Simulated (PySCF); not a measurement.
**A gas-phase reaction: ClGeH3 + H2S → GeH4S + ClH**

What reaction energy should one expect for `[Cl][GeH3]` + `S` → `[SH][GeH3]` + `Cl`?

Programs: PySCF 2.14.0. All values are calculated, for the isolated system unless a continuum is named. Atoms count from 0, parts from 1.

### Step 1. The system as given

Each species was relaxed by itself at PBE0-D3(BJ)/def2-SVPD.

### Step 2. Energies of the species: wB97M-D3(BJ)/def2-TZVPD

What the job is given:

```
{"job": {"kind": "react", "xc": "wB97M-D3(BJ)", "basis": "def2-TZVPD"}, "charge": 0, "multiplicity": 1}
-1 ClGeH3 charge 0 multiplicity 1
Cl    -0.558390     0.662190     1.828240
Ge     0.077050    -0.078300    -0.119740
H      0.698430     1.110840    -0.858000
H     -1.181790    -0.600270    -0.818210
H      1.095490    -1.190750     0.145840

-1 H2S charge 0 multiplicity 1
S     -0.005350     0.615410    -0.004490
H      0.968010    -0.319990     0.000940
H     -0.981770    -0.316770     0.005140

+1 GeH4S charge 0 multiplicity 1
S     -1.455580    -0.003730     0.947490
Ge     0.539620     0.107000    -0.061290
H     -2.090350    -0.560670    -0.107820
H      0.449660     0.990710    -1.314700
H      1.019170    -1.302980    -0.438100
H      1.465910     0.737080     0.985220

+1 ClH charge 0 multiplicity 1
Cl     0.644690     0.007380    -0.001380
H     -0.643450    -0.006220     0.002320
```

Method: wB97M-D3(BJ)/def2-TZVPD reaction energy of separated species, gas phase.

On the command line:

```sh
> OMP_NUM_THREADS=1 python cluster_run.py task.json out
```

One launch serves the whole session: the jobs run in the order shown.

Output:

```text
species 1 (ClGeH3)
coarse grid: 21152 points
cycle   1  E = -2539.0620757163  dE = -6.846e-01  |g| = 6.547e-01  |ddm| = 1.710e+00
cycle   2  E = -2539.0737855391  dE = -1.171e-02  |g| = 6.914e-01  |ddm| = 7.878e-01
cycle   3  E = -2539.1158388244  dE = -4.205e-02  |g| = 2.610e-02  |ddm| = 3.697e-01
cycle   4  E = -2539.1160534691  dE = -2.146e-04  |g| = 1.159e-02  |ddm| = 3.767e-02
cycle   5  E = -2539.1160892483  dE = -3.578e-05  |g| = 2.736e-03  |ddm| = 1.293e-02
cycle   6  E = -2539.1160919723  dE = -2.724e-06  |g| = 4.253e-04  |ddm| = 5.067e-03
final grid: 40904 points
cycle   7  E = -2539.1159526921  dE = -1.547e-07  |g| = 1.904e-04  |ddm| = 1.629e-03
cycle   8  E = -2539.1159527121  dE = -2.004e-08  |g| = 9.845e-05  |ddm| = 3.662e-04
cycle   9  E = -2539.1159527154  dE = -3.330e-09  |g| = 3.557e-05  |ddm| = 1.309e-04
cycle  10  E = -2539.1159527164  dE = -1.012e-09  |g| = 4.301e-06  |ddm| = 9.239e-05
cycle  11  E = -2539.1159527165  dE = -1.546e-11  |g| = 1.401e-06  |ddm| = 6.685e-06
converged SCF energy = -2539.1159527165

species 2 (H2S)
coarse grid: 11264 points
cycle   1  E = -399.4336011724  dE = -1.424e-01  |g| = 1.945e-01  |ddm| = 1.016e+00
cycle   2  E = -399.4459452811  dE = -1.234e-02  |g| = 1.106e-01  |ddm| = 2.399e-01
cycle   3  E = -399.4491446518  dE = -3.199e-03  |g| = 1.578e-02  |ddm| = 9.278e-02
cycle   4  E = -399.4492189939  dE = -7.434e-05  |g| = 4.851e-03  |ddm| = 1.790e-02
cycle   5  E = -399.4492312312  dE = -1.224e-05  |g| = 9.336e-04  |ddm| = 7.536e-03
cycle   6  E = -399.4492319624  dE = -7.312e-07  |g| = 1.776e-04  |ddm| = 2.124e-03
final grid: 22496 points
cycle   7  E = -399.4492195699  dE = -2.322e-08  |g| = 1.134e-04  |ddm| = 6.062e-04
cycle   8  E = -399.4492195729  dE = -2.973e-09  |g| = 6.804e-05  |ddm| = 1.498e-04
cycle   9  E = -399.4492195737  dE = -7.674e-10  |g| = 8.729e-06  |ddm| = 5.990e-05
converged SCF energy = -399.4492195737

species 3 (GeH4S)
coarse grid: 23624 points
cycle   1  E = -2477.6383696297  dE = -7.136e-01  |g| = 6.302e-01  |ddm| = 1.893e+00
cycle   2  E = -2477.6512444077  dE = -1.287e-02  |g| = 6.512e-01  |ddm| = 7.438e-01
cycle   3  E = -2477.6863963959  dE = -3.515e-02  |g| = 2.833e-02  |ddm| = 3.517e-01
cycle   4  E = -2477.6866691584  dE = -2.728e-04  |g| = 1.129e-02  |ddm| = 3.913e-02
cycle   5  E = -2477.6867175394  dE = -4.838e-05  |g| = 3.419e-03  |ddm| = 1.620e-02
cycle   6  E = -2477.6867222183  dE = -4.679e-06  |g| = 6.509e-04  |ddm| = 5.650e-03
final grid: 46272 points
cycle   7  E = -2477.6866493365  dE = -3.124e-07  |g| = 3.137e-04  |ddm| = 1.784e-03
cycle   8  E = -2477.6866493838  dE = -4.724e-08  |g| = 1.685e-04  |ddm| = 5.414e-04
cycle   9  E = -2477.6866493921  dE = -8.361e-09  |g| = 5.755e-05  |ddm| = 2.045e-04
cycle  10  E = -2477.6866493947  dE = -2.577e-09  |g| = 2.573e-05  |ddm| = 1.423e-04
cycle  11  E = -2477.6866493948  dE = -1.023e-10  |g| = 2.861e-06  |ddm| = 2.357e-05
converged SCF energy = -2477.6866493948

species 4 (ClH)
coarse grid: 8792 points
cycle   1  E = -460.8503332522  dE = -8.165e-02  |g| = 2.169e-01  |ddm| = 7.239e-01
cycle   2  E = -460.8625127667  dE = -1.218e-02  |g| = 1.397e-01  |ddm| = 2.651e-01
cycle   3  E = -460.8670521593  dE = -4.539e-03  |g| = 1.358e-02  |ddm| = 9.818e-02
cycle   4  E = -460.8670932423  dE = -4.108e-05  |g| = 3.364e-03  |ddm| = 9.545e-03
cycle   5  E = -460.8670994907  dE = -6.248e-06  |g| = 8.516e-04  |ddm| = 3.915e-03
final grid: 17120 points
cycle   6  E = -460.8670682250  dE = -3.716e-07  |g| = 3.676e-04  |ddm| = 8.892e-04
cycle   7  E = -460.8670682713  dE = -4.627e-08  |g| = 1.618e-04  |ddm| = 3.981e-04
cycle   8  E = -460.8670682779  dE = -6.574e-09  |g| = 4.221e-05  |ddm| = 1.295e-04
cycle   9  E = -460.8670682792  dE = -1.312e-09  |g| = 3.974e-06  |ddm| = 6.531e-05
cycle  10  E = -460.8670682792  dE = -3.070e-12  |g| = 8.166e-07  |ddm| = 3.313e-06
converged SCF energy = -460.8670682792

Reaction energy = 6.972 kcal/mol
```

Wall time 13 s (1 thread of Arm Neoverse V2, shared host); peak memory 0.51 GiB.

Species by species (with the dispersion term, which the log's SCF energies lack):

```
 ν     species  energy (Eh)  HOMO (eV)
-1  [Cl][GeH3]  -2539.11949     -11.11
-1           S   -399.45056      -9.89
+1  [SH][GeH3]  -2477.69132      -9.59
+1          Cl   -460.86761     -11.93
```

### Step 3. Energies of the species: PBE0-D3(BJ)/def2-TZVPD

The job, as its differences from that of step 2:

```diff
@@ -1,2 +1,2 @@
-{"job": {"kind": "react", "xc": "wB97M-D3(BJ)", "basis": "def2-TZVPD"}, "charge": 0, "multiplicity": 1}
+{"job": {"kind": "react", "xc": "PBE0", "basis": "def2-TZVPD", "disp": "d3bj"}, "charge": 0, "multiplicity": 1}
 -1 ClGeH3 charge 0 multiplicity 1
```

With the program's defaults for keys left out, this is: PBE0-D3(BJ)/def2-TZVPD reaction energy of separated species, gas phase.

Output:

```text
species 1 (ClGeH3)
coarse grid: 21152 points
cycle   1  E = -2538.5867884218  dE = -6.330e-01  |g| = 6.828e-01  |ddm| = 1.691e+00
cycle   2  E = -2538.5565447678  dE =  3.024e-02  |g| = 8.557e-01  |ddm| = 8.964e-01
cycle   3  E = -2538.6341718365  dE = -7.763e-02  |g| = 3.245e-02  |ddm| = 5.131e-01
cycle   4  E = -2538.6343164212  dE = -1.446e-04  |g| = 1.449e-02  |ddm| = 3.067e-02
cycle   5  E = -2538.6343731934  dE = -5.677e-05  |g| = 2.016e-03  |ddm| = 1.333e-02
cycle   6  E = -2538.6343743489  dE = -1.156e-06  |g| = 3.926e-04  |ddm| = 2.048e-03
final grid: 40904 points
cycle   7  E = -2538.6343343460  dE = -1.585e-08  |g| = 3.978e-04  |ddm| = 1.014e-03
cycle   8  E = -2538.6343343482  dE = -2.207e-09  |g| = 3.942e-04  |ddm| = 6.555e-04
cycle   9  E = -2538.6343343803  dE = -3.202e-08  |g| = 1.766e-05  |ddm| = 3.246e-04
cycle  10  E = -2538.6343343803  dE = -5.184e-11  |g| = 1.498e-06  |ddm| = 1.182e-05
converged SCF energy = -2538.6343343803

species 2 (H2S)
coarse grid: 2864 points
cycle   1  E = -399.2518631669  dE = -9.250e-02  |g| = 1.630e-01  |ddm| = 1.023e+00
cycle   2  E = -399.2538573712  dE = -1.994e-03  |g| = 1.600e-01  |ddm| = 2.978e-01
cycle   3  E = -399.2614717154  dE = -7.614e-03  |g| = 1.497e-02  |ddm| = 1.477e-01
cycle   4  E = -399.2614863273  dE = -1.461e-05  |g| = 1.103e-03  |ddm| = 5.881e-03
cycle   5  E = -399.2614867077  dE = -3.804e-07  |g| = 6.136e-04  |ddm| = 1.717e-03
final grid: 22496 points
cycle   6  E = -399.2625174497  dE = -7.085e-06  |g| = 4.896e-03  |ddm| = 1.692e-02
cycle   7  E = -399.2625180824  dE = -6.327e-07  |g| = 3.960e-03  |ddm| = 6.698e-03
cycle   8  E = -399.2625210148  dE = -2.932e-06  |g| = 2.911e-04  |ddm| = 3.504e-03
cycle   9  E = -399.2625210426  dE = -2.777e-08  |g| = 3.582e-05  |ddm| = 2.357e-04
cycle  10  E = -399.2625210429  dE = -3.631e-10  |g| = 6.382e-06  |ddm| = 2.919e-05
converged SCF energy = -399.2625210429

species 3 (GeH4S)
coarse grid: 23624 points
cycle   1  E = -2477.1791584435  dE = -6.530e-01  |g| = 6.590e-01  |ddm| = 1.865e+00
cycle   2  E = -2477.1569881983  dE =  2.217e-02  |g| = 7.997e-01  |ddm| = 8.475e-01
cycle   3  E = -2477.2205892247  dE = -6.360e-02  |g| = 2.975e-02  |ddm| = 4.874e-01
cycle   4  E = -2477.2207489800  dE = -1.598e-04  |g| = 1.250e-02  |ddm| = 3.490e-02
cycle   5  E = -2477.2207988913  dE = -4.991e-05  |g| = 2.243e-03  |ddm| = 1.368e-02
cycle   6  E = -2477.2208004542  dE = -1.563e-06  |g| = 2.669e-04  |ddm| = 2.107e-03
final grid: 46272 points
cycle   7  E = -2477.2207972506  dE = -1.794e-08  |g| = 2.424e-04  |ddm| = 1.457e-03
cycle   8  E = -2477.2207972504  dE =  1.769e-10  |g| = 2.795e-04  |ddm| = 3.829e-04
cycle   9  E = -2477.2207972661  dE = -1.572e-08  |g| = 3.063e-05  |ddm| = 1.875e-04
cycle  10  E = -2477.2207972663  dE = -1.610e-10  |g| = 3.858e-06  |ddm| = 2.539e-05
converged SCF energy = -2477.2207972663

species 4 (ClH)
coarse grid: 2248 points
cycle   1  E = -460.6537840514  dE = -4.644e-02  |g| = 1.882e-01  |ddm| = 7.411e-01
cycle   2  E = -460.6558528155  dE = -2.069e-03  |g| = 1.902e-01  |ddm| = 3.151e-01
cycle   3  E = -460.6653815361  dE = -9.529e-03  |g| = 1.506e-02  |ddm| = 1.513e-01
cycle   4  E = -460.6654035932  dE = -2.206e-05  |g| = 2.693e-03  |ddm| = 7.323e-03
cycle   5  E = -460.6654051410  dE = -1.548e-06  |g| = 1.111e-03  |ddm| = 2.553e-03
final grid: 17120 points
cycle   6  E = -460.6658903367  dE = -4.429e-06  |g| = 2.164e-03  |ddm| = 7.337e-03
cycle   7  E = -460.6658903662  dE = -2.952e-08  |g| = 1.795e-03  |ddm| = 2.512e-03
cycle   8  E = -460.6658909839  dE = -6.177e-07  |g| = 1.533e-04  |ddm| = 1.363e-03
cycle   9  E = -460.6658909908  dE = -6.901e-09  |g| = 2.148e-05  |ddm| = 1.086e-04
cycle  10  E = -460.6658909909  dE = -1.017e-10  |g| = 4.933e-06  |ddm| = 1.681e-05
converged SCF energy = -460.6658909909

Reaction energy = 6.119 kcal/mol
```

It took 6 s on 1 thread of Arm Neoverse V2, shared host; peak memory 0.5 GiB.

Reaction energy at this level: 6.12 kcal/mol.

### Step 4. Energies of the species: MP2/def2-TZVPD

The job, as its differences from that of step 3:

```diff
@@ -1,2 +1,2 @@
-{"job": {"kind": "react", "xc": "PBE0", "basis": "def2-TZVPD", "disp": "d3bj"}, "charge": 0, "multiplicity": 1}
+{"job": {"kind": "react", "xc": "MP2", "basis": "def2-TZVPD"}, "charge": 0, "multiplicity": 1}
 -1 ClGeH3 charge 0 multiplicity 1
```

Method: MP2/def2-TZVPD reaction energy of separated species, gas phase.

Output:

```text
species 1 (ClGeH3)
final grid: 40904 points
cycle   1  E = -2536.6194911046  dE = -7.531e-01  |g| = 4.319e-01  |ddm| = 1.689e+00
cycle   2  E = -2536.6539256515  dE = -3.443e-02  |g| = 3.027e-01  |ddm| = 4.590e-01
cycle   3  E = -2536.6631426513  dE = -9.217e-03  |g| = 3.192e-02  |ddm| = 1.918e-01
cycle   4  E = -2536.6635969170  dE = -4.543e-04  |g| = 1.184e-02  |ddm| = 5.234e-02
cycle   5  E = -2536.6636454160  dE = -4.850e-05  |g| = 2.648e-03  |ddm| = 1.515e-02
cycle   6  E = -2536.6636487710  dE = -3.355e-06  |g| = 7.636e-04  |ddm| = 4.605e-03
cycle   7  E = -2536.6636492922  dE = -5.212e-07  |g| = 2.042e-04  |ddm| = 1.574e-03
cycle   8  E = -2536.6636493321  dE = -3.989e-08  |g| = 3.345e-05  |ddm| = 4.840e-04
cycle   9  E = -2536.6636493329  dE = -7.935e-10  |g| = 8.196e-06  |ddm| = 9.927e-05
converged SCF energy = -2536.6636493329

species 2 (H2S)
final grid: 22496 points
cycle   1  E = -398.6881058908  dE = -1.695e-01  |g| = 2.014e-01  |ddm| = 9.977e-01
cycle   2  E = -398.7050960251  dE = -1.699e-02  |g| = 7.023e-02  |ddm| = 1.849e-01
cycle   3  E = -398.7068535878  dE = -1.758e-03  |g| = 2.154e-02  |ddm| = 5.635e-02
cycle   4  E = -398.7071963917  dE = -3.428e-04  |g| = 6.311e-03  |ddm| = 2.471e-02
cycle   5  E = -398.7072258058  dE = -2.941e-05  |g| = 1.395e-03  |ddm| = 9.171e-03
cycle   6  E = -398.7072272874  dE = -1.482e-06  |g| = 3.129e-04  |ddm| = 2.398e-03
cycle   7  E = -398.7072273731  dE = -8.569e-08  |g| = 5.003e-05  |ddm| = 6.832e-04
cycle   8  E = -398.7072273753  dE = -2.250e-09  |g| = 1.186e-05  |ddm| = 9.128e-05
cycle   9  E = -398.7072273755  dE = -1.267e-10  |g| = 1.950e-06  |ddm| = 2.073e-05
converged SCF energy = -398.7072273755

species 3 (GeH4S)
final grid: 46272 points
cycle   1  E = -2475.2142228859  dE = -7.808e-01  |g| = 4.092e-01  |ddm| = 1.869e+00
cycle   2  E = -2475.2481539343  dE = -3.393e-02  |g| = 2.774e-01  |ddm| = 4.185e-01
cycle   3  E = -2475.2559517102  dE = -7.798e-03  |g| = 3.768e-02  |ddm| = 1.810e-01
cycle   4  E = -2475.2567110482  dE = -7.593e-04  |g| = 1.263e-02  |ddm| = 5.612e-02
cycle   5  E = -2475.2567960188  dE = -8.497e-05  |g| = 3.475e-03  |ddm| = 1.731e-02
cycle   6  E = -2475.2568048551  dE = -8.836e-06  |g| = 1.048e-03  |ddm| = 6.296e-03
cycle   7  E = -2475.2568058365  dE = -9.814e-07  |g| = 2.532e-04  |ddm| = 2.088e-03
cycle   8  E = -2475.2568058902  dE = -5.369e-08  |g| = 4.617e-05  |ddm| = 6.288e-04
cycle   9  E = -2475.2568058917  dE = -1.539e-09  |g| = 1.385e-05  |ddm| = 1.267e-04
cycle  10  E = -2475.2568058919  dE = -1.705e-10  |g| = 3.941e-06  |ddm| = 3.662e-05
converged SCF energy = -2475.2568058919

species 4 (ClH)
final grid: 17120 points
cycle   1  E = -460.0817351131  dE = -1.009e-01  |g| = 2.132e-01  |ddm| = 7.101e-01
cycle   2  E = -460.0969051564  dE = -1.517e-02  |g| = 8.401e-02  |ddm| = 2.053e-01
cycle   3  E = -460.0986385263  dE = -1.733e-03  |g| = 1.826e-02  |ddm| = 5.472e-02
cycle   4  E = -460.0988470924  dE = -2.086e-04  |g| = 6.315e-03  |ddm| = 1.638e-02
cycle   5  E = -460.0988770921  dE = -3.000e-05  |g| = 1.289e-03  |ddm| = 7.398e-03
cycle   6  E = -460.0988783082  dE = -1.216e-06  |g| = 2.807e-04  |ddm| = 1.659e-03
cycle   7  E = -460.0988783614  dE = -5.327e-08  |g| = 4.150e-05  |ddm| = 4.895e-04
cycle   8  E = -460.0988783622  dE = -7.307e-10  |g| = 7.806e-06  |ddm| = 6.177e-05
converged SCF energy = -460.0988783622

Reaction energy = 6.559 kcal/mol
```

Run time: 2.7 s. Hardware: 1 thread of Arm Neoverse V2, shared host; peak memory 0.38 GiB.

Reaction energy at this level: 6.56 kcal/mol.

### Step 5. Side by side

Energies in kcal/mol, with wall time:

```
                    run  reaction   time
wB97M-D3(BJ)/def2-TZVPD      6.97   13 s
 PBE0-D3(BJ)/def2-TZVPD      6.12    6 s
         MP2/def2-TZVPD      6.56  2.7 s
```

### Step 6. What came out

| quantity | value |
| --- | --- |
| reaction energy (wB97M-D3(BJ)/def2-TZVPD) | 6.97 kcal/mol |
| ΔH, ΔG at 298 K (xTB thermal terms) | +6.7, +6.4 kcal/mol |
| range of the reaction energy over the runs of this table | 6.12 to 6.97 kcal/mol |

**Reading.** The reaction is endothermic by 6.7 kcal/mol in the gas phase; dispersion gives -0.22, and xTB itself gave 13.14 for the electronic energy (xTB energies and thermal terms come from the earlier relaxation of each species, not shown). No barrier was sought. The reaction energy runs from 6.12 (PBE0-D3(BJ)/def2-TZVPD) to 6.97 kcal/mol (wB97M-D3(BJ)/def2-TZVPD).
